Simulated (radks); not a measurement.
**Os⁷²⁺ in 1s1.75 2s2 2p0.25: an all-electron calculation**

One table from this session's results is given with a row withheld; the runs are named, their logs left out.

Program: radks (a radial shooting solver on a logarithmic mesh, Libxc functionals) version 1. Level of theory: Dirac Kohn-Sham, exchange-only PBE, spin-unpolarised, spherical densities, point nucleus; open shells fill j = l - 1/2 first. These are calculated values, not measurements, unless marked.

## The system

- element: osmium (Z = 76)
- charge: +72
- electrons: 4
- configuration: 1s1.75 2s2 2p0.25

The first run:

Input:

```text
Z 76
configuration 1s1.75 2s2 2p0.25 3s0 3p0
relativity Dirac
functional pbe,
spin unpolarised
j_filling energy
nucleus point
c 137.035999084
```

One of the session's tables, all rows but one given; the rest of the session is left out.

It belongs to the step «Orbitals and density». The radial density on a logarithmic grid:

| r (bohr) | 4πr²ρ (e/bohr) |
| --- | --- |
| 0.000823 | 5.750 |
| 0.00112 | 9.224 |
| 0.00155 | 14.71 |
| 0.00213 | 22.89 |
| 0.00293 | 34.41 |
| 0.00404 | 49.33 |
| 0.00557 | 66.21 |
| 0.00766 | 81.08 |
| 0.0105 | 87.41 |
| 0.0144 | 79.46 |
| 0.0199 | 57.74 |
| 0.0273 | 35.11 |
| 0.0377 | 27.67 |
| 0.0519 | 33.28 |
| 0.0714 | 30.99 |
| 0.0976 | ? |
| 0.134 | 3.413 |
| 0.185 | 0.2430 |

**Question.** Estimate the row for r (bohr) = 0.0976.

Worked estimate for «4πr²ρ (e/bohr)». A straight line through the neighbours (0.0714, 30.99) and (0.134, 3.413) gives 30.99 + (3.413 − 30.99) × (0.0976 − 0.0714) / (0.134 − 0.0714) = 19.45; a parabola fitted to 4 rows on both sides gives 16.10.

The run gave: 4πr²ρ (e/bohr): 15.74. In «4πr²ρ (e/bohr)» the line misses by +3.71 and the parabola by +0.36.
